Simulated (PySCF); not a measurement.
**C3H7NSSi: electronic excitations at several levels of theory**

How much do the electronic excitations of C3H7NSSi (`C=C/C=N\[SiH2]S`) depend on the level of theory, and what does each level cost?

Programs: PySCF 2.14.0, with density-fitted response routines of our own. Each step states its level of theory. These are calculated values for one molecule in the gas phase, unless marked as measured. Atoms are numbered from 0 throughout.

### 1 The molecule as given

13 atoms, charge 0, multiplicity 1; geometry from: GFN2-xTB. The atoms were then displaced at random by about 0.01 Å, so the start is not that level's minimum.

Bonds of the start (Å): C0–C1 1.35, C1–C2 1.46, C2–N3 1.21, N3–Si4 1.74, Si4–S5 2.17, C0–H6 1.09, C0–H7 1.05, C1–H8 1.08, C2–H9 1.09, Si4–H10 1.44, Si4–H11 1.47, S5–H12 1.33.

### 2 Geometry optimisation at PBE0-D3(BJ)/def2-SVP

What the job is given:

```
{"job": {"xc": "PBE0", "basis": "def2-SVP", "d3": "d3bj", "grid": 1, "shake": 0.01, "kind": "geom"}, "charge": 0, "multiplicity": 1}
C      2.740160     0.018890     0.177550
C      1.418690    -0.231950     0.045470
C      0.515580     0.566210    -0.784240
N     -0.663430     0.384520    -0.962170
Si    -1.900500    -0.706270    -0.422140
S     -3.240590     0.578560     0.700590
H      3.180350     0.877080    -0.338880
H      3.388910    -0.545510     0.782750
H      0.968470    -1.057660     0.581750
H      0.993220     1.412420    -1.280510
H     -2.558420    -1.136610    -1.629020
H     -1.641710    -1.790200     0.529490
H     -3.194900     1.613660    -0.133450
```

Started as:

```
$ OMP_NUM_THREADS=1 python probes_run.py task.json out
```

This one command runs all jobs of the session in turn.

Standard output:

```text
step   0  E = -860.15418594  max force = 0.101260
step   1  E = -860.16464192  max force = 0.024160
step   2  E = -860.16543539  max force = 0.006272
step   3  E = -860.16548371  max force = 0.005840
step   4  E = -860.16574385  max force = 0.001048
step   5  E = -860.16577309  max force = 0.001163
step   6  E = -860.16579409  max force = 0.002377
step   7  E = -860.16582779  max force = 0.000770
step   8  E = -860.16583150  max force = 0.000572
step   9  E = -860.16583998  max force = 0.000510
step  10  E = -860.16584955  max force = 0.000678
step  11  E = -860.16585015  max force = 0.000288
optimisation converged
```

Wall time 80 s (1 thread of Arm Neoverse V1, shared host); peak memory 0.53 GiB.

Along the way:

```
step  energy from step 0 (eV)  largest force component (eV/Å)
   0                   0.0000                          5.2070
   1                  -0.2845                          1.2424
   2                  -0.3061                          0.3225
   3                  -0.3074                          0.3003
   4                  -0.3145                          0.0539
   5                  -0.3153                          0.0598
   6                  -0.3159                          0.1222
   7                  -0.3168                          0.0396
   8                  -0.3169                          0.0294
   9                  -0.3171                          0.0262
  10                  -0.3174                          0.0349
  11                  -0.3174                          0.0148
```

Close pairs (by a distance rule), those that changed most:

```
   bond  before (Å)  after (Å)  change (Å)
  C2–N3       1.206      1.269      +0.063
Si4–H10       1.440      1.490      +0.050
  C0–H7       1.052      1.092      +0.041
Si4–H11       1.465      1.499      +0.034
 Si4–S5       2.170      2.142      -0.028
 S5–H12       1.330      1.352      +0.022
  C2–H9       1.091      1.110      +0.019
  C0–C1       1.352      1.339      -0.013
```

The next job starts from the end point, and lists it.

```
                         at the end point                value
  point group (found at 0.08 Å tolerance)                   C1
rotational constants (GHz, main isotopes)  6.622, 0.891, 0.885
                        dipole moment (D)                 2.82
```

### 3 Excited states and response: PBE0/def2-SVP

What the job is given:

```
{"job": {"kind": "uv", "xc": "PBE0", "basis": "def2-SVP"}, "charge": 0, "multiplicity": 1}
C      2.744771     0.058273     0.169030
C      1.437331    -0.203205     0.049448
C      0.548882     0.653421    -0.741280
N     -0.695379     0.504252    -0.940172
Si    -1.877576    -0.643883    -0.398077
S     -3.377938     0.426083     0.693731
H      3.190792     0.928073    -0.324937
H      3.410564    -0.577597     0.757165
H      0.993118    -1.073814     0.544036
H      1.056674     1.522918    -1.207814
H     -2.420716    -1.281832    -1.630216
H     -1.445824    -1.712100     0.560788
H     -3.552520     1.351554    -0.275828
```

Level: TDDFT PBE0/def2-SVP, vertical, gas phase, core orbitals frozen in the response.

Standard output:

```text
coarse grid: 11912 points
cycle   1  E = -860.0143791547  dE =  4.806e-01  |g| = 4.247e-01  |ddm| = 3.705e+00
cycle   2  E = -859.9560115689  dE =  5.837e-02  |g| = 6.673e-01  |ddm| = 1.242e+00
cycle   3  E = -860.0574602826  dE = -1.014e-01  |g| = 1.327e-01  |ddm| = 8.249e-01
cycle   4  E = -860.0619729949  dE = -4.513e-03  |g| = 2.850e-02  |ddm| = 1.751e-01
cycle   5  E = -860.0621897185  dE = -2.167e-04  |g| = 1.039e-02  |ddm| = 4.954e-02
cycle   6  E = -860.0622196212  dE = -2.990e-05  |g| = 3.150e-03  |ddm| = 1.273e-02
cycle   7  E = -860.0622221757  dE = -2.554e-06  |g| = 6.996e-04  |ddm| = 3.570e-03
final grid: 105896 points
cycle   8  E = -860.1550146650  dE = -1.908e-05  |g| = 6.134e-03  |ddm| = 3.245e-02
cycle   9  E = -860.1550120076  dE =  2.657e-06  |g| = 6.904e-03  |ddm| = 1.598e-02
cycle  10  E = -860.1550249494  dE = -1.294e-05  |g| = 1.416e-03  |ddm| = 9.192e-03
cycle  11  E = -860.1550254749  dE = -5.255e-07  |g| = 1.769e-04  |ddm| = 1.652e-03
cycle  12  E = -860.1550254810  dE = -6.071e-09  |g| = 7.867e-05  |ddm| = 2.387e-04
cycle  13  E = -860.1550254825  dE = -1.512e-09  |g| = 2.752e-05  |ddm| = 8.574e-05
cycle  14  E = -860.1550254826  dE = -1.719e-10  |g| = 6.825e-06  |ddm| = 2.978e-05
converged SCF energy = -860.1550254826

Static polarisability (au): isotropic 83.750, principal 55.675 67.726 127.848

Singlet excitations
state   eV       nm        f      main configurations
  1   3.5292    351.3   0.00072   H->L 0.94
  2   4.5614    271.8   0.01674   H-1->L 0.94
  3   5.8524    211.9   0.67968   H-2->L 0.92
  4   6.3906    194.0   0.00775   H->L+1 0.89
  5   6.6012    187.8   0.02524   H-3->L 0.78, H-1->L+2 0.08
  6   6.6799    185.6   0.00235   H-1->L+2 0.58, H-1->L+3 0.10, H->L+2 0.10
  7   6.8506    181.0   0.00204   H-1->L+1 0.61, H-4->L 0.24
  8   6.8966    179.8   0.01704   H-4->L 0.65, H-1->L+1 0.17
  9   7.0772    175.2   0.09464   H->L+2 0.59, H->L+3 0.15, H-1->L+2 0.09
 10   7.2833    170.2   0.01499   H->L+3 0.70, H->L+2 0.17

Triplet excitations (Tamm-Dancoff, eV): 2.9994 3.3546 4.4633 5.2551
```

It took 15 s on 1 thread of Arm Neoverse V1, shared host; peak memory 0.62 GiB.

The orbitals next to the gap, with their largest atomic shares:

```
orbital     eV                        atoms
 HOMO−3  -9.20   S5 56 %, Si4 16 %, C1 10 %
 HOMO−2  -7.94    C0 32 %, N3 23 %, C1 22 %
 HOMO−1  -7.24     S5 79 %, N3 6 %, Si4 6 %
   HOMO  -7.06     N3 58 %, S5 9 %, Si4 8 %
   LUMO  -1.78    C0 32 %, C2 24 %, N3 22 %
 LUMO+1   0.80   Si4 35 %, C1 19 %, C2 12 %
 LUMO+2   1.19  H12 37 %, S5 31 %, Si4 14 %
```

With each of the 10 states as a Gaussian band of 0.4 eV half-width at 1/e, the curve within the window shown has maxima at 271 nm (ε 680), 211 nm (ε 28,000), 176 nm (ε 5,300) L/(mol cm). Beyond the last state computed it falls off for lack of states. The curve at chosen wavelengths:

| nm | ε (L/mol/cm) |
| --- | --- |
| 163 | 1161 |
| 173 | 4968 |
| 184 | 3891 |
| 194 | 6437 |
| 204 | 21216 |
| 215 | 25923 |
| 225 | 12574 |
| 236 | 2730 |
| 246 | 573 |
| 256 | 468 |
| 267 | 658 |
| 277 | 642 |
| 287 | 461 |
| 298 | 242 |
| 308 | 114 |
| 318 | 54 |
| 329 | 33 |
| 339 | 30 |
| 349 | 30 |
| 360 | 28 |
| 370 | 24 |
| 381 | 18 |
| 391 | 13 |
| 401 | 9 |
| 412 | 5 |
| 422 | 3 |

Further results of this job:

```
           property  computed
  dipole moment (D)      2.82
polarisability (Å³)     12.41
 HOMO–LUMO gap (eV)      5.27
      −ε(HOMO) (eV)      7.06
```

### 4 Excited states and response: PBE0/def2-TZVP

The job, as its differences from that of step 3:

```diff
@@ -1,2 +1,2 @@
-{"job": {"kind": "uv", "xc": "PBE0", "basis": "def2-SVP"}, "charge": 0, "multiplicity": 1}
+{"job": {"kind": "uv", "xc": "PBE0", "basis": "def2-TZVP"}, "charge": 0, "multiplicity": 1}
 C      2.744771     0.058273     0.169030
```

Method: TDDFT PBE0/def2-TZVP, vertical, gas phase, core orbitals frozen in the response.

Standard output:

```text
coarse grid: 11912 points
cycle   1  E = -860.5439959213  dE =  5.079e-01  |g| = 4.565e-01  |ddm| = 2.770e+00
cycle   2  E = -860.4788372808  dE =  6.516e-02  |g| = 7.155e-01  |ddm| = 1.147e+00
cycle   3  E = -860.5898272456  dE = -1.110e-01  |g| = 1.486e-01  |ddm| = 7.962e-01
cycle   4  E = -860.5948797807  dE = -5.053e-03  |g| = 4.230e-02  |ddm| = 1.395e-01
cycle   5  E = -860.5953237472  dE = -4.440e-04  |g| = 9.410e-03  |ddm| = 4.563e-02
cycle   6  E = -860.5953413466  dE = -1.760e-05  |g| = 5.708e-03  |ddm| = 1.040e-02
cycle   7  E = -860.5953494501  dE = -8.103e-06  |g| = 9.525e-04  |ddm| = 4.022e-03
final grid: 105896 points
cycle   8  E = -860.5867503804  dE = -4.334e-05  |g| = 7.679e-03  |ddm| = 6.741e-02
cycle   9  E = -860.5867464812  dE =  3.899e-06  |g| = 8.158e-03  |ddm| = 1.403e-02
cycle  10  E = -860.5867622666  dE = -1.579e-05  |g| = 1.519e-03  |ddm| = 8.491e-03
cycle  11  E = -860.5867627978  dE = -5.311e-07  |g| = 4.982e-04  |ddm| = 1.581e-03
cycle  12  E = -860.5867628590  dE = -6.122e-08  |g| = 1.086e-04  |ddm| = 4.457e-04
cycle  13  E = -860.5867628613  dE = -2.351e-09  |g| = 5.189e-05  |ddm| = 8.837e-05
cycle  14  E = -860.5867628619  dE = -5.814e-10  |g| = 1.179e-05  |ddm| = 3.969e-05
converged SCF energy = -860.5867628619

Static polarisability (au): isotropic 94.557, principal 68.152 75.895 139.625

Singlet excitations
state   eV       nm        f      main configurations
  1   3.5453    349.7   0.00066   H->L 0.95
  2   4.5778    270.8   0.02021   H-1->L 0.95
  3   5.7322    216.3   0.69007   H-2->L 0.93
  4   6.1515    201.6   0.00333   H->L+1 0.89
  5   6.2667    197.8   0.00019   H-1->L+2 0.77, H->L+2 0.10
  6   6.5276    189.9   0.02942   H-3->L 0.82
  7   6.5736    188.6   0.01062   H-1->L+1 0.80
  8   6.7256    184.3   0.06436   H->L+2 0.57, H-4->L 0.17, H->L+3 0.08
  9   6.8014    182.3   0.00810   H-4->L 0.68, H->L+2 0.16
 10   6.9226    179.1   0.03478   H->L+3 0.79

Triplet excitations (Tamm-Dancoff, eV): 3.0417 3.3555 4.4852 5.2229
```

It took 41 s on 1 thread of Arm Neoverse V1, shared host; peak memory 0.89 GiB.

In short: HOMO -7.17 eV, LUMO -1.89 eV; lowest singlet 3.55 eV.

### 5 Excited states and response: PBE0/aug-cc-pVDZ

The job, as its differences from that of step 4:

```diff
@@ -1,2 +1,2 @@
-{"job": {"kind": "uv", "xc": "PBE0", "basis": "def2-TZVP"}, "charge": 0, "multiplicity": 1}
+{"job": {"kind": "uv", "xc": "PBE0", "basis": "aug-cc-pVDZ"}, "charge": 0, "multiplicity": 1}
 C      2.744771     0.058273     0.169030
```

With the program's defaults for keys left out, this is: TDDFT PBE0/aug-cc-pVDZ, vertical, gas phase, core orbitals frozen in the response.

Standard output:

```text
coarse grid: 11912 points
cycle   1  E = -860.4541593020  dE =  5.628e-01  |g| = 4.270e-01  |ddm| = 1.040e+01
cycle   2  E = -860.3906006265  dE =  6.356e-02  |g| = 6.843e-01  |ddm| = 2.272e+00
cycle   3  E = -860.4979296375  dE = -1.073e-01  |g| = 1.360e-01  |ddm| = 1.177e+00
cycle   4  E = -860.5026649316  dE = -4.735e-03  |g| = 2.956e-02  |ddm| = 3.522e-01
cycle   5  E = -860.5029056848  dE = -2.408e-04  |g| = 9.892e-03  |ddm| = 9.405e-02
cycle   6  E = -860.5029322823  dE = -2.660e-05  |g| = 3.418e-03  |ddm| = 2.570e-02
cycle   7  E = -860.5029352989  dE = -3.017e-06  |g| = 6.705e-04  |ddm| = 7.777e-03
final grid: 105896 points
cycle   8  E = -860.5195151558  dE = -2.669e-05  |g| = 6.520e-03  |ddm| = 2.408e-01
cycle   9  E = -860.5195106250  dE =  4.531e-06  |g| = 7.682e-03  |ddm| = 4.776e-02
cycle  10  E = -860.5195269188  dE = -1.629e-05  |g| = 1.490e-03  |ddm| = 2.084e-02
cycle  11  E = -860.5195274940  dE = -5.752e-07  |g| = 2.404e-04  |ddm| = 3.150e-03
cycle  12  E = -860.5195275062  dE = -1.220e-08  |g| = 1.017e-04  |ddm| = 6.804e-04
cycle  13  E = -860.5195275088  dE = -2.590e-09  |g| = 3.401e-05  |ddm| = 2.943e-04
cycle  14  E = -860.5195275090  dE = -2.674e-10  |g| = 9.293e-06  |ddm| = 8.767e-05
converged SCF energy = -860.5195275090

Static polarisability (au): isotropic 102.015, principal 76.442 82.303 147.300

Singlet excitations
state   eV       nm        f      main configurations
  1   3.5517    349.1   0.00074   H->L 0.94
  2   4.5607    271.9   0.02061   H-1->L 0.94
  3   5.6955    217.7   0.69927   H-2->L 0.92
  4   5.9292    209.1   0.00504   H->L+2 0.50, H->L+1 0.25
  5   5.9933    206.9   0.00999   H-1->L+1 0.47, H-1->L+2 0.14, H->L+2 0.08
  6   6.1495    201.6   0.01782   H->L+1 0.63, H-1->L+1 0.12, H->L+2 0.11
  7   6.3025    196.7   0.01118   H-1->L+2 0.56, H-1->L+3 0.20, H-1->L+4 0.10
  8   6.4338    192.7   0.04365   H->L+4 0.45, H->L+5 0.26, H->L+2 0.21
  9   6.5157    190.3   0.00366   H-3->L 0.52, H->L+3 0.28, H->L+4 0.08
 10   6.5825    188.4   0.03986   H->L+3 0.52, H-3->L 0.20, H->L+6 0.08

Triplet excitations (Tamm-Dancoff, eV): 3.0468 3.3630 4.4692 5.2236
```

Wall time 36 s (1 thread of Arm Neoverse V1, shared host); peak memory 0.85 GiB.

In short: HOMO -7.17 eV, LUMO -1.91 eV; lowest singlet 3.55 eV.

### 6 TDDFT and polarisability: PBE0/def2-TZVPD

The job, as its differences from that of step 5:

```diff
@@ -1,2 +1,2 @@
-{"job": {"kind": "uv", "xc": "PBE0", "basis": "aug-cc-pVDZ"}, "charge": 0, "multiplicity": 1}
+{"job": {"kind": "uv", "xc": "PBE0", "basis": "def2-TZVPD"}, "charge": 0, "multiplicity": 1}
 C      2.744771     0.058273     0.169030
```

With the program's defaults for keys left out, this is: TDDFT PBE0/def2-TZVPD, vertical, gas phase, core orbitals frozen in the response.

Standard output:

```text
coarse grid: 11912 points
cycle   1  E = -860.5459635355  dE =  5.072e-01  |g| = 4.554e-01  |ddm| = 3.449e+00
cycle   2  E = -860.4794479391  dE =  6.652e-02  |g| = 7.179e-01  |ddm| = 1.355e+00
cycle   3  E = -860.5915418937  dE = -1.121e-01  |g| = 1.486e-01  |ddm| = 7.229e-01
cycle   4  E = -860.5965848799  dE = -5.043e-03  |g| = 4.305e-02  |ddm| = 1.677e-01
cycle   5  E = -860.5970464124  dE = -4.615e-04  |g| = 9.476e-03  |ddm| = 5.116e-02
cycle   6  E = -860.5970637321  dE = -1.732e-05  |g| = 5.821e-03  |ddm| = 1.382e-02
cycle   7  E = -860.5970721953  dE = -8.463e-06  |g| = 9.113e-04  |ddm| = 5.822e-03
final grid: 105896 points
cycle   8  E = -860.5884796360  dE = -4.717e-05  |g| = 7.694e-03  |ddm| = 2.769e-01
cycle   9  E = -860.5884754869  dE =  4.149e-06  |g| = 8.234e-03  |ddm| = 2.353e-02
cycle  10  E = -860.5884915835  dE = -1.610e-05  |g| = 1.547e-03  |ddm| = 1.077e-02
cycle  11  E = -860.5884921286  dE = -5.451e-07  |g| = 5.193e-04  |ddm| = 1.823e-03
cycle  12  E = -860.5884921952  dE = -6.665e-08  |g| = 1.088e-04  |ddm| = 6.745e-04
cycle  13  E = -860.5884921976  dE = -2.377e-09  |g| = 5.362e-05  |ddm| = 1.671e-04
cycle  14  E = -860.5884921982  dE = -6.289e-10  |g| = 1.257e-05  |ddm| = 8.188e-05
converged SCF energy = -860.5884921982

Static polarisability (au): isotropic 101.762, principal 76.143 82.331 146.813

Singlet excitations
state   eV       nm        f      main configurations
  1   3.5383    350.4   0.00068   H->L 0.95
  2   4.5674    271.5   0.02183   H-1->L 0.95
  3   5.6926    217.8   0.69760   H-2->L 0.92
  4   5.9954    206.8   0.00311   H->L+1 0.70, H->L+2 0.12
  5   6.0415    205.2   0.00809   H-1->L+1 0.49, H-1->L+2 0.17, H->L+2 0.11
  6   6.3236    196.1   0.02312   H->L+2 0.56, H-1->L+1 0.22, H->L+1 0.12
  7   6.3541    195.1   0.01192   H-1->L+2 0.47, H-1->L+1 0.20, H->L+2 0.10
  8   6.4920    191.0   0.03006   H-3->L 0.73
  9   6.5809    188.4   0.04402   H->L+4 0.34, H->L+3 0.24, H-3->L 0.09
 10   6.7775    182.9   0.00220   H-4->L 0.83

Triplet excitations (Tamm-Dancoff, eV): 3.0384 3.3523 4.4762 5.2136
```

It took 62 s on 1 thread of Arm Neoverse V1, shared host; peak memory 1.1 GiB.

This run: HOMO -7.20 eV, LUMO -1.93 eV; lowest singlet 3.54 eV.

### 7 TDDFT and polarisability: PBE0/6-31+G*

The job, as its differences from that of step 6:

```diff
@@ -1,2 +1,2 @@
-{"job": {"kind": "uv", "xc": "PBE0", "basis": "def2-TZVPD"}, "charge": 0, "multiplicity": 1}
+{"job": {"kind": "uv", "xc": "PBE0", "basis": "6-31+G*"}, "charge": 0, "multiplicity": 1}
 C      2.744771     0.058273     0.169030
```

With the program's defaults for keys left out, this is: TDDFT PBE0/6-31+G*, vertical, gas phase, core orbitals frozen in the response.

Standard output:

```text
coarse grid: 11912 points
cycle   1  E = -860.4786780860  dE =  5.469e-01  |g| = 4.277e-01  |ddm| = 5.182e+00
cycle   2  E = -860.4215060084  dE =  5.717e-02  |g| = 6.655e-01  |ddm| = 4.323e+00
cycle   3  E = -860.5238759454  dE = -1.024e-01  |g| = 1.384e-01  |ddm| = 2.967e+00
cycle   4  E = -860.5288336779  dE = -4.958e-03  |g| = 2.807e-02  |ddm| = 5.349e-01
cycle   5  E = -860.5290496095  dE = -2.159e-04  |g| = 9.832e-03  |ddm| = 1.437e-01
cycle   6  E = -860.5290759166  dE = -2.631e-05  |g| = 3.278e-03  |ddm| = 2.835e-02
cycle   7  E = -860.5290787357  dE = -2.819e-06  |g| = 5.923e-04  |ddm| = 1.205e-02
final grid: 105896 points
cycle   8  E = -860.4595606800  dE = -1.958e-05  |g| = 6.774e-03  |ddm| = 7.792e-02
cycle   9  E = -860.4595558220  dE =  4.858e-06  |g| = 8.037e-03  |ddm| = 3.743e-02
cycle  10  E = -860.4595738375  dE = -1.802e-05  |g| = 1.582e-03  |ddm| = 2.506e-02
cycle  11  E = -860.4595744917  dE = -6.542e-07  |g| = 1.896e-04  |ddm| = 3.284e-03
cycle  12  E = -860.4595744986  dE = -6.852e-09  |g| = 8.410e-05  |ddm| = 6.287e-04
cycle  13  E = -860.4595745003  dE = -1.766e-09  |g| = 2.769e-05  |ddm| = 1.388e-04
cycle  14  E = -860.4595745005  dE = -1.687e-10  |g| = 8.687e-06  |ddm| = 6.765e-05
converged SCF energy = -860.4595745005

Static polarisability (au): isotropic 93.732, principal 67.898 74.194 139.104

Singlet excitations
state   eV       nm        f      main configurations
  1   3.5946    344.9   0.00087   H->L 0.91
  2   4.5749    271.0   0.02157   H-1->L 0.91
  3   5.7449    215.8   0.72078   H-2->L 0.92
  4   6.0333    205.5   0.00543   H->L+1 0.79
  5   6.0932    203.5   0.01167   H-1->L+1 0.46, H->L+2 0.18, H-1->L+2 0.13
  6   6.3235    196.1   0.01526   H->L+2 0.45, H-1->L+1 0.37
  7   6.3661    194.8   0.00789   H-1->L+2 0.47, H->L+2 0.25
  8   6.5684    188.8   0.02174   H-3->L 0.76, H->L+5 0.10
  9   6.6366    186.8   0.03712   H->L+3 0.34, H->L+4 0.26
 10   6.8003    182.3   0.07054   H->L+5 0.60, H->L+3 0.13, H->L+6 0.09

Triplet excitations (Tamm-Dancoff, eV): 3.0853 3.3536 4.4834 5.2434
```

Run time: 17 s. Hardware: 1 thread of Arm Neoverse V1, shared host; peak memory 0.67 GiB.

Key values: HOMO -7.21 eV, LUMO -1.90 eV; lowest singlet 3.59 eV.

### 8 Side by side: electronic excitations

Excitations and ground-state properties, with basis size and wall time:

```
             run  lowest singlet (eV)  brightest (eV)      f  gap (eV)  α (Å³)  μ (D)  functions  time
   PBE0/def2-SVP                 3.53            5.85  0.680      5.27   12.41   2.82        127  15 s
  PBE0/def2-TZVP                 3.55            5.73  0.690      5.29   14.01   2.85        240  41 s
PBE0/aug-cc-pVDZ                 3.55            5.70  0.699      5.26   15.12   2.92        209  36 s
 PBE0/def2-TZVPD                 3.54            5.69  0.698      5.27   15.08   2.92        300  62 s
    PBE0/6-31+G*                 3.59            5.74  0.721      5.30   13.89   3.11        130  17 s
```

### 9 Summary of results

| quantity | value |
| --- | --- |
| point group | C1 |
| rotational constants (main isotopes) | 6.62, 0.89, 0.88 GHz |
| lowest singlet (PBE0/def2-SVP) | 3.53 eV (351 nm), f = 0.001 |
| brightest single state of those computed | state 3, 5.85 eV, f = 0.680 |
| lowest triplet | 3.00 eV |
| range of the lowest singlet | 3.53 to 3.59 eV |

In words: Single values in the summary come from the first sound run of each kind (PBE0/def2-SVP), which need not be the best level. The start of the PBE0/def2-SVP relaxation was shaken at random by about 0.01 Å, so part of the energy gained, and of the first lengths quoted, undoes that. The optimisation took 11 steps and gained 0.317 eV; among the close pairs (by a distance rule), C2–N3 changed most, from 1.206 to 1.269 Å. The first singlet state (HOMO→LUMO 0.94) lies at 3.53 eV and is dark; of the 10 states computed, the strongest absorption comes from state 3 at 5.85 eV. The lowest triplet lies 0.53 eV below the lowest singlet (triplets in Tamm-Dancoff, singlets in full TDDFT). The lowest singlet runs from 3.53 eV (PBE0/def2-SVP) to 3.59 eV (PBE0/6-31+G*), while the orbital gap spans 5.26 to 5.30 eV. The lowest state need not be the same one in every run.
